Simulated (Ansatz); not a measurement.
# C₂H₈AlBO: small, medium and large basis sets

One table from this session's results is given with a row withheld; the runs are named, their logs left out.

The runs use Ansatz 0.2.0, Gaussian basis; one geometry, several basis sets.

Levels to be run: PBE0-D4/def2-SVP; ωB97M-V/def2-SVP; PBE0-D4/def2-QZVPP; ωB97M-V/def2-QZVPP; the functionals' def2-TZVPP values are taken from earlier runs.

## The geometry

An earlier PBE0-D4 in a triple-zeta def2 set relaxation fixed the geometry.

SMILES `[BH2][AlH][CH2]OC`, 13 atoms, charge 0, spin multiplicity 1.

Atoms are counted from 1 here; the program's logs count them from 0.

Bond lengths: B1–Al2 2.094 Å, B1–H6 1.202 Å, B1–H7 1.202 Å, Al2–C3 2.005 Å, Al2–H8 1.592 Å, C3–O4 1.429 Å, C3–H9 1.104 Å, C3–H10 1.093 Å, O4–C5 1.373 Å, C5–H11 1.091 Å, C5–H12 1.136 Å, C5–H13 1.097 Å. Angles: Al2–B1–H6 123.2°, Al2–B1–H7 121.6°, H6–B1–H7 115.2°, B1–Al2–C3 109.0°, B1–Al2–H8 132.7°, C3–Al2–H8 118.3°, Al2–C3–O4 112.3°, Al2–C3–H9 110.3°, Al2–C3–H10 112.8°, O4–C3–H9 109.4°, O4–C3–H10 105.8°, H9–C3–H10 105.8°, C3–O4–C5 114.0°, O4–C5–H11 108.9°, O4–C5–H12 112.0°, O4–C5–H13 113.7°, H11–C5–H12 104.9°, H11–C5–H13 110.4° and more.

The first run:

in.yaml

```yaml
crystal:
  periodic: [false, false, false]
  atoms:
    - {symbol: B, position_ang: [-1.615296, 0.918826, -0.336315]}
    - {symbol: Al, position_ang: [-0.755991, 0.244478, 1.449984]}
    - {symbol: C, position_ang: [1.035888, -0.560946, 1.048840]}
    - {symbol: O, position_ang: [1.571370, -0.101550, -0.193386]}
    - {symbol: C, position_ang: [0.715366, -0.245057, -1.257107]}
    - {symbol: H, position_ang: [-1.440222, 2.024471, -0.774454]}
    - {symbol: H, position_ang: [-2.329404, 0.213732, -0.997763]}
    - {symbol: H, position_ang: [-1.281376, 0.204121, 2.952407]}
    - {symbol: H, position_ang: [0.965249, -1.662881, 1.033733]}
    - {symbol: H, position_ang: [1.787895, -0.320407, 1.805317]}
    - {symbol: H, position_ang: [1.236750, 0.041222, -2.171823]}
    - {symbol: H, position_ang: [-0.169031, 0.465132, -1.189997]}
    - {symbol: H, position_ang: [0.299102, -1.255741, -1.354537]}
basis:
  gaussian: {orbitals: def2-SVP}
hamiltonian: {xc: pbe0, dispersion: d4}
output: {orbitals: {seedname: orbitals}}
```

Steps of the session up to this table: PBE0-D4 in def2-SVP; ωB97M-V in def2-SVP; PBE0-D4 in def2-QZVPP; ωB97M-V in def2-QZVPP.

One table of the session follows, with a row left open; its other results are not shown here.

It belongs to the step «Functionals by basis». 

| functional | basis | HOMO (eV) | LUMO (eV) |
| --- | --- | --- | --- |
| PBE0-D4 | def2-SVP | ? | ? |
| PBE0-D4 | def2-TZVPP | -6.68 | -1.60 |
| PBE0-D4 | def2-QZVPP | -6.70 | -1.63 |
| ωB97M-V | def2-SVP | -8.77 | 0.47 |
| ωB97M-V | def2-TZVPP | -8.84 | 0.31 |
| ωB97M-V | def2-QZVPP | -8.85 | 0.17 |

**Question.** Estimate the row for PBE0-D4, def2-SVP.

**Answer.** HOMO (eV): -6.64; LUMO (eV): -1.52. In the column «HOMO (eV)» it is the highest.
